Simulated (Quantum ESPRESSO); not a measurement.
# Fe in Quantum ESPRESSO: a series of runs, part 2 of 3

Quantum ESPRESSO 7.5. The steps go on from the part before.

## 3. Work function, PBE, collinear spin, ferromagnetic start

Input file pw.in:

```
&CONTROL
  calculation = 'scf'
  prefix = 'pwscf'
  outdir = './tmp'
  pseudo_dir = './pseudo'
  tprnfor = .true.
  disk_io = 'low'
  tefield = .true.
  dipfield = .true.
/
&SYSTEM
  ibrav = 0
  celldm(1) = 8
  nat = 1
  ntyp = 1
  ecutwfc = 90
  nbnd = 17
  occupations = 'smearing'
  smearing = 'fd'
  degauss = 0.00367493
  nspin = 2
  starting_magnetization(1) = 0.1875
  edir = 3
  emaxpos = 0.7731
  eopreg = 0.042
  eamp = 0
/
&ELECTRONS
  conv_thr = 1d-09
  electron_maxstep = 150
  mixing_beta = 0.3
  mixing_mode = 'local-TF'
/
ATOMIC_SPECIES
Fe    55.8450 Fe.upf
CELL_PARAMETERS alat
  0.5459395152467   0.0000000000000   0.0000000000000
  0.0000000000000   0.5459395152467   0.0000000000000
  0.0000000000000   0.0000000000000   5.6219352207617
ATOMIC_POSITIONS crystal
Fe     0.0000000000    0.0000000000    0.2941200000
K_POINTS automatic
11 11 1 0 0 0
```

Input file pp_density.in:

```
&INPUTPP
  prefix = 'pwscf'
  outdir = './tmp'
  filplot = 'density.dat'
  plot_num = 0
/
&PLOT
  nfile = 1
  filepp(1) = 'density.dat'
  iflag = 3
  output_format = 6
  fileout = 'density.cube'
/
```

Input file pp_potential.in:

```
&INPUTPP
  prefix = 'pwscf'
  outdir = './tmp'
  filplot = 'potential.dat'
  plot_num = 11
/
&PLOT
  nfile = 1
  filepp(1) = 'potential.dat'
  iflag = 3
  output_format = 6
  fileout = 'potential.cube'
/
```

Input file pp_spin.in:

```
&INPUTPP
  prefix = 'pwscf'
  outdir = './tmp'
  filplot = 'spin.dat'
  plot_num = 6
/
&PLOT
  nfile = 1
  filepp(1) = 'spin.dat'
  iflag = 3
  output_format = 6
  fileout = 'spin.cube'
/
```

Input file pp_elf.in:

```
&INPUTPP
  prefix = 'pwscf'
  outdir = './tmp'
  filplot = 'elf.dat'
  plot_num = 8
/
&PLOT
  nfile = 1
  filepp(1) = 'elf.dat'
  iflag = 3
  output_format = 6
  fileout = 'elf.cube'
/
```

Potentials or basis: PseudoDojo 0.4.1 SR PBE standard.

Started as:

```console
$ OMP_NUM_THREADS=1 mpirun -n 2 pw.x -nk 2 -in pw.in > pw.out
$ OMP_NUM_THREADS=1 mpirun -n 1 pp.x -in pp_density.in > pp_density.out
$ OMP_NUM_THREADS=1 mpirun -n 1 pp.x -in pp_potential.in > pp_potential.out
$ OMP_NUM_THREADS=1 mpirun -n 1 pp.x -in pp_spin.in > pp_spin.out
$ OMP_NUM_THREADS=1 mpirun -n 1 pp.x -in pp_elf.in > pp_elf.out
```

pw.out:

```text
This program is part of the open-source Quantum ESPRESSO suite
     for quantum simulation of materials; please cite
         "P. Giannozzi et al., J. Phys.:Condens. Matter 21 395502 (2009);
         "P. Giannozzi et al., J. Phys.:Condens. Matter 29 465901 (2017);
         "P. Giannozzi et al., J. Chem. Phys. 152 154105 (2020);
     in publications or presentations arising from this work. More details at

     Presently no symmetry can be used with electric field

     K-points division:     npool     =       2
     Subspace diagonalization in iterative solution of the eigenvalue problem:
     a serial algorithm will be used

     G-vector sticks info
     --------------------
     sticks:   dense  smooth     PW     G-vecs:    dense   smooth      PW
     Sum         553     553    169                99055    99055   16309

     Using Slab Decomposition

     bravais-lattice index     =            0
     lattice parameter (alat)  =       8.0000  a.u.
     unit-cell volume          =     857.9162 (a.u.)^3
     number of atoms/cell      =            1
     number of atomic types    =            1
     number of electrons       =        16.00
     number of Kohn-Sham states=           17
     kinetic-energy cutoff     =      90.0000  Ry
     charge density cutoff     =     360.0000  Ry
     scf convergence threshold =      1.0E-09
     mixing beta               =       0.3000
     number of iterations used =            8  local-TF  mixing
     Exchange-correlation= PBE
                           (   1   4   3   4   0   0   0)

     celldm(1)=   8.000000  celldm(2)=   0.000000  celldm(3)=   0.000000
     celldm(4)=   0.000000  celldm(5)=   0.000000  celldm(6)=   0.000000

     crystal axes: (cart. coord. in units of alat)
               a(1) = (   0.545940   0.000000   0.000000 )
               a(2) = (   0.000000   0.545940   0.000000 )
               a(3) = (   0.000000   0.000000   5.621935 )

     reciprocal axes: (cart. coord. in units 2 pi/alat)
               b(1) = (  1.831705  0.000000  0.000000 )
               b(2) = (  0.000000  1.831705  0.000000 )
               b(3) = (  0.000000  0.000000  0.177875 )

     PseudoPot. # 1 for Fe read from file:
     Fe.upf
     Pseudo is Norm-conserving + core correction, Zval = 16.0
     Generated using ONCVPSP code by D. R. Hamann
     Using radial grid of 1426 points,  6 beta functions with:
                l(1) =   0
                l(2) =   0
                l(3) =   1
                l(4) =   1
                l(5) =   2
                l(6) =   2

     atomic species   valence    mass     pseudopotential
     Fe               16.00    55.84500     Fe( 1.00)

     Starting magnetic structure
     atomic species   magnetization
     Fe              0.188

     No symmetry found

   Cartesian axes

     site n.     atom                  positions (alat units)
         1        Fe     tau(   1) = (   0.0000000   0.0000000   1.6535236  )

     number of k points=    61  Fermi-Dirac smearing, width (Ry)=  0.0037
                       cart. coord. in units 2pi/alat
        k(    1) = (   0.0000000   0.0000000   0.0000000), wk =   0.0082645
        k(    2) = (   0.0000000   0.1665186   0.0000000), wk =   0.0165289
        k(    3) = (   0.0000000   0.3330372   0.0000000), wk =   0.0165289
        k(    4) = (   0.0000000   0.4995558   0.0000000), wk =   0.0165289
        k(    5) = (   0.0000000   0.6660745   0.0000000), wk =   0.0165289
        k(    6) = (   0.0000000   0.8325931   0.0000000), wk =   0.0165289
[... 53 lines left out ...]
        k(   60) = (   0.8325931  -0.3330372   0.0000000), wk =   0.0165289
        k(   61) = (   0.8325931  -0.1665186   0.0000000), wk =   0.0165289

     Dense  grid:    99055 G-vectors     FFT dimensions: (  27,  27, 288)

     Generating pointlists ...
     new r_m :   0.2252 (alat units)  1.8016 (a.u.) for type    1

     Initial potential from superposition of free atoms

     starting charge      15.9996, renormalised to      16.0000

     negative rho (up, down):  4.633E-05 3.170E-05

     Adding external electric field

     Computed dipole along edir(3) :
        Dipole                0.0000 Ry au,          0.0000 Debye
        Dipole field          0.0000 Ry au,

        Potential amp.       -0.0000 Ry
        Total length         43.0865 bohr

     Adding external electric field

     Computed dipole along edir(3) :
        Dipole                0.0000 Ry au,          0.0000 Debye
        Dipole field          0.0000 Ry au,

        Potential amp.       -0.0000 Ry
        Total length         43.0865 bohr

     Starting wfcs are   10 randomized atomic wfcs +    7 random wfcs

     Self-consistent Calculation

     iteration #  1     ecut=    90.00 Ry     beta= 0.30
     Davidson diagonalization with overlap
     ethr =  1.00E-02,  avg # of iterations =  7.6

     negative rho (up, down):  4.200E-05 4.125E-05

     Adding external electric field

     Computed dipole along edir(3) :
        Dipole               -0.0000 Ry au,         -0.0000 Debye
        Dipole field         -0.0000 Ry au,

        Potential amp.        0.0000 Ry
        Total length         43.0865 bohr

     Adding external electric field

     Computed dipole along edir(3) :
        Dipole               -0.0000 Ry au,         -0.0000 Debye
        Dipole field         -0.0000 Ry au,

        Potential amp.        0.0000 Ry
        Total length         43.0865 bohr

     total energy              =    -250.55161578 Ry
     estimated scf accuracy    <       0.18441842 Ry

     total magnetization       =     2.91 Bohr mag/cell
     absolute magnetization    =     2.92 Bohr mag/cell

     iteration #  2     ecut=    90.00 Ry     beta= 0.30
     Davidson diagonalization with overlap
     ethr =  1.15E-03,  avg # of iterations =  1.1

     negative rho (up, down):  2.266E-05 2.270E-05

     Adding external electric field

     Computed dipole along edir(3) :
        Dipole               -0.0000 Ry au,         -0.0000 Debye
        Dipole field         -0.0000 Ry au,

        Potential amp.        0.0000 Ry
        Total length         43.0865 bohr

     Adding external electric field

     Computed dipole along edir(3) :
        Dipole               -0.0000 Ry au,         -0.0000 Debye
        Dipole field         -0.0000 Ry au,

        Potential amp.        0.0000 Ry
        Total length         43.0865 bohr

     total energy              =    -250.54189043 Ry
     estimated scf accuracy    <       0.08721879 Ry

     total magnetization       =     2.88 Bohr mag/cell
     absolute magnetization    =     2.89 Bohr mag/cell

     iteration #  3     ecut=    90.00 Ry     beta= 0.30
     Davidson diagonalization with overlap
     ethr =  5.45E-04,  avg # of iterations =  1.9

     Adding external electric field

     Computed dipole along edir(3) :
        Dipole                0.0000 Ry au,          0.0001 Debye
        Dipole field          0.0000 Ry au,
[... 439 lines left out ...]
     Adding external electric field

     Computed dipole along edir(3) :
        Dipole               -0.0000 Ry au,         -0.0001 Debye
        Dipole field         -0.0000 Ry au,

        Potential amp.        0.0000 Ry
        Total length         43.0865 bohr

     Adding external electric field

     Computed dipole along edir(3) :
        Dipole               -0.0000 Ry au,         -0.0001 Debye
        Dipole field         -0.0000 Ry au,

        Potential amp.        0.0000 Ry
        Total length         43.0865 bohr

     total energy              =    -250.54494214 Ry
     estimated scf accuracy    <          1.3E-09 Ry

     total magnetization       =     2.76 Bohr mag/cell
     absolute magnetization    =     2.86 Bohr mag/cell

     iteration # 19     ecut=    90.00 Ry     beta= 0.30
     Davidson diagonalization with overlap
     ethr =  7.87E-12,  avg # of iterations =  1.2

     Adding external electric field

     Computed dipole along edir(3) :
        Dipole                0.0000 Ry au,          0.0001 Debye
        Dipole field          0.0000 Ry au,

        Potential amp.       -0.0001 Ry
        Total length         43.0865 bohr

     Adding external electric field

     Computed dipole along edir(3) :
        Dipole                0.0000 Ry au,          0.0001 Debye
        Dipole field          0.0000 Ry au,

        Potential amp.       -0.0001 Ry
        Total length         43.0865 bohr

     Magnetic moment per site  (integrated on atomic sphere of radius R)
     atom   1 (R=0.225)  charge= 14.0251  magn=  2.6695

     End of self-consistent calculation

     Number of k-points >= 100: set verbosity='high' to print the bands.

     the Fermi energy is    -2.4831 ev

!    total energy              =    -250.54494217 Ry
     estimated scf accuracy    <          7.0E-10 Ry
     smearing contrib. (-TS)   =      -0.00073934 Ry
     internal energy E=F+TS    =    -250.54420284 Ry

     The total energy is F=E-TS. E is the sum of the following terms:
     one-electron contribution =   -1232.48734782 Ry
     hartree contribution      =     613.98122794 Ry
     xc contribution           =     -35.51064206 Ry
     ewald contribution        =     403.47255910 Ry
     electric field correction =       0.00000000 Ry

     total magnetization       =     2.76 Bohr mag/cell
     absolute magnetization    =     2.86 Bohr mag/cell

     convergence has been achieved in  19 iterations

     Forces acting on atoms (cartesian axes, Ry/au):

     atom    1 type  1   force =     0.00000000    0.00000000    0.00000000

     Total force =     0.000000     Total SCF correction =     0.000136

=------------------------------------------------------------------------------=
   JOB DONE.
=------------------------------------------------------------------------------=
```

Wall time 5.2 min (2 MPI ranks of Arm Neoverse V2, shared host); peak memory 0.76 GiB.

What came out:

```yaml
Free_energy: -3408.8376 eV
Band_gap_on_the_k_mesh: none (metal or under the smearing width)
Net_moment: 2.76 μB per cell
Absolute_moment: 2.86 μB per cell
Site_moments: Fe +2.67 μB
Valence_electrons_inside_the_program's_atomic_spheres: Fe 14.03
Dipole_across_the_slab: 0.00 D
Work_function_of_the_upper_face: 4.66 eV
Work_function_of_the_lower_face: 4.67 eV
```

Levels at points of the mesh, in eV from the Fermi level:
Spin up:
```
           k point  band 7  band 8  band 9  band 10  band 11  band 12
(0.00, 0.00, 0.00)   -3.09   -1.06   -1.06    -0.40     0.04     4.18
```
Spin down:
```tsv
k point	band 5	band 6	band 7	band 8	band 9	band 10
(0.00, 0.00, 0.00)	-5.33	-2.07	-0.31	0.33	1.92	1.92
```

[end of part 2 of 3]
